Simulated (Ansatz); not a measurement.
## C2H6AlFO, SMILES OC(F)[CH2][AlH2]: a single point in a Gaussian basis, step by step

Computed with Ansatz 0.2.0, Python API.

Typed at the interpreter:
```pycon
>>> from pathlib import Path
>>> import ansatz
>>> import numpy as np
>>> GEOMETRY = '''
... O     0.42230    0.09230    2.16630
... C     0.46010    0.32920    0.76980
... F     1.65760   -0.12770    0.30560
... C    -0.58880   -0.42060    0.07630
... Al   -0.68390   -0.12390   -1.91730
... H     1.08460    0.71450    2.55840
... H     0.39860    1.41980    0.54420
... H    -0.51010   -1.50370    0.25670
... H    -1.63830   -0.08420    0.52890
... H     0.25280    1.04670   -2.44420
... H    -0.78950   -1.39950   -2.82420
... '''
>>> system = ansatz.Crystal.molecule()
>>> for line in GEOMETRY.strip().splitlines():
...     symbol, *xyz = line.split()
...     system = system.atom(symbol, [float(v) for v in xyz])
...
>>> calculation = (
...     system.calculation()
...     .basis(gaussian='cc-pVDZ')
...     .functional('b3lyp')
...     .accuracy('high')
...     .forces()
...     .orbitals()
... )
>>> out = calculation.run(threads=1, backend='cpu', runs_dir='runs')

>>> summary = out.report
>>> summary['free_energy_ev']
-13532.485115703179
>>> summary['mean_field']['state']['spin_squared']
-1.2789769243681803e-13
>>> print('reference energy %16.6f eV' % summary['reference_energy_ev'])
reference energy    -13532.485116 eV
>>> print('total energy     %16.6f eV' % summary['free_energy_ev'])
total energy        -13532.485116 eV
>>> print('occupied orbitals outside the frozen core (up, down):', summary['n_occupied'], ' frozen:', summary['n_frozen'], ' virtual:', summary['n_virtual'])
occupied orbitals outside the frozen core (up, down): [24, 24]  frozen: 0  virtual: [80, 80]
>>> symbols = [site.symbol for site in system.cartesian_sites]
>>> print('forces (eV/A)')
forces (eV/A)
>>> for symbol, f in zip(symbols, summary['forces_ev_ang']):
...     print(f'  {symbol:2s} {f[0]:9.4f} {f[1]:9.4f} {f[2]:9.4f}')
...
  O     0.4936    0.8837   -0.2489
  C    -0.2794    0.6621    1.3553
  F     1.5310   -0.1645   -0.5947
  C    -3.8052    0.3623   -0.2038
  Al    1.7029   -0.4595    0.7260
  H    -0.5866   -0.6416   -0.2344
  H     0.1711   -0.1522    0.1518
  H     0.0442   -0.0511    0.1452
  H     1.7731   -0.6999   -0.6226
  H    -0.4384    0.4115   -0.1822
  H    -0.6064   -0.1508   -0.2918
>>> charges = summary['charge_distribution']
>>> print('dipole moment', round(4.803205 * float(np.linalg.norm(charges['dipole_moment_e_ang'])), 3), 'D')
dipole moment 2.534 D
>>> print('Mulliken:', [(s, round(q, 3)) for s, q in zip(symbols, charges['mulliken_charges_e'])])
Mulliken: [('O', -0.255), ('C', 0.315), ('F', -0.218), ('C', -0.202), ('Al', 0.361), ('H', 0.148), ('H', -0.006), ('H', 0.044), ('H', 0.033), ('H', -0.113), ('H', -0.106)]
>>> lines = Path(summary['orbitals_path']).read_text().splitlines()
>>> field_of = lambda key: [line.split('=')[1].strip() for line in lines if line.startswith(key)]
>>> orbitals = [(27.211386 * float(e), s, float(n)) for e, s, n in zip(field_of('Ene='), field_of('Spin='), field_of('Occup='))]
>>> homo = max(e for e, _, n in orbitals if n > 0.5)
>>> lumo = min(e for e, _, n in orbitals if n < 0.5)
>>> for e, spin, n in sorted(orbitals):
...     if homo - 6 < e < lumo + 5:
...         print(f'{spin:6s} {e:10.3f} eV  occupation {n:.0f}')
...
Alpha     -12.725 eV  occupation 2
Alpha     -11.151 eV  occupation 2
Alpha     -10.969 eV  occupation 2
Alpha     -10.550 eV  occupation 2
Alpha      -9.598 eV  occupation 2
Alpha      -8.929 eV  occupation 2
Alpha      -8.265 eV  occupation 2
Alpha      -8.070 eV  occupation 2
Alpha      -7.584 eV  occupation 2
Alpha      -2.260 eV  occupation 0
Alpha       0.870 eV  occupation 0
Alpha       1.492 eV  occupation 0
Alpha       1.684 eV  occupation 0
Alpha       1.930 eV  occupation 0
Alpha       2.642 eV  occupation 0
```

Notes:
- These settings explore the input space; basis and method may be short of convergence.
- The geometry is a force-field or estimated start, not a minimum of this method, and the basis set is short of its limit.
- Alpha marks a spatial orbital of a restricted run, filled by both spins.
- b3lyp holds the VWN-RPA fit, as in Gaussian; the form of ORCA and Turbomole is b3lyp5.
- Levels such as HOMO and LUMO are orbital energies: with these approximate functionals they aren't the ionisation energy and electron affinity, and their gap isn't the fundamental gap.
- Wall time of the script: 18 s on 1 thread of Arm Neoverse V1, on a shared host, peak memory 0.48 GiB.

(Lines on the test bed's own set-up are left out of the output.)
